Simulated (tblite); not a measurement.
# C3H16OSi5: the cost of one run

Computed with tblite 0.8.0 (tight binding) and PySCF 2.14.0 (DFT, with response routines of our own); each step states its level. Atoms count from 0 throughout.

## (1) The molecule as given

25 atoms, charge 0, multiplicity 1; geometry from: MMFF94s geometry. This is the first candidate.

Bonds of the start (Å): C0–C1 1.34, C0–H10 1.09, C0–H9 1.07, C1–O2 1.40, C1–Si4 1.87, C3–H11 1.11, C3–H12 1.08, C3–H13 1.09, O2–C3 1.41, Si4–H14 1.48, Si4–H15 1.49, Si4–Si5 2.24, Si5–Si6 2.24, Si5–Si7 2.25, Si5–Si8 2.23, Si6–H16 1.48, Si6–H17 1.49, Si6–H18 1.48, Si7–H19 1.49, Si7–H20 1.49, Si7–H21 1.48, Si8–H22 1.49, Si8–H23 1.49, Si8–H24 1.48.

## (2) GFN2-xTB relaxation, isomer A, conformer 1

The job: settings as JSON, then the geometry in Å.

```
{"job": {"xc": "GFN2-xTB", "basis": "xTB", "kind": "relax"}, "charge": 0, "multiplicity": 1}
C      1.942300     1.555600    -1.813800
C      1.333700     0.429200    -1.408100
O      1.994900    -0.678900    -0.868100
C      3.401800    -0.619900    -0.748600
Si    -0.525200     0.224700    -1.490400
Si    -1.360800    -0.155400     0.551800
Si    -0.682300    -2.146100     1.320700
Si    -0.669200     1.467900     1.953800
Si    -3.592000    -0.137200     0.425700
H      3.001900     1.709800    -1.766900
H      1.361100     2.388300    -2.223400
H      3.727800    -1.579600    -0.304600
H      3.877500    -0.517300    -1.707800
H      3.709300     0.175700    -0.063900
H     -0.872600    -0.875200    -2.420100
H     -1.118300     1.474200    -2.040200
H     -1.045900    -3.227900     0.378500
H     -1.353700    -2.446600     2.617200
H      0.780400    -2.186000     1.570800
H     -1.272800     1.277500     3.299400
H     -1.095000     2.801000     1.445400
H      0.799800     1.467200     2.104100
H     -4.194300    -0.363200     1.772300
H     -4.082800     1.171500    -0.076700
H     -4.076400    -1.185200    -0.497700
```

On the command line:

```console
OMP_NUM_THREADS=1 python ens_run.py task.json out
```

This one command runs the whole study; its stages follow in the order run.

**Question.** How long does this first job take on 1 thread of Intel Xeon 6975P-C, shared host?

About 7.2 s.
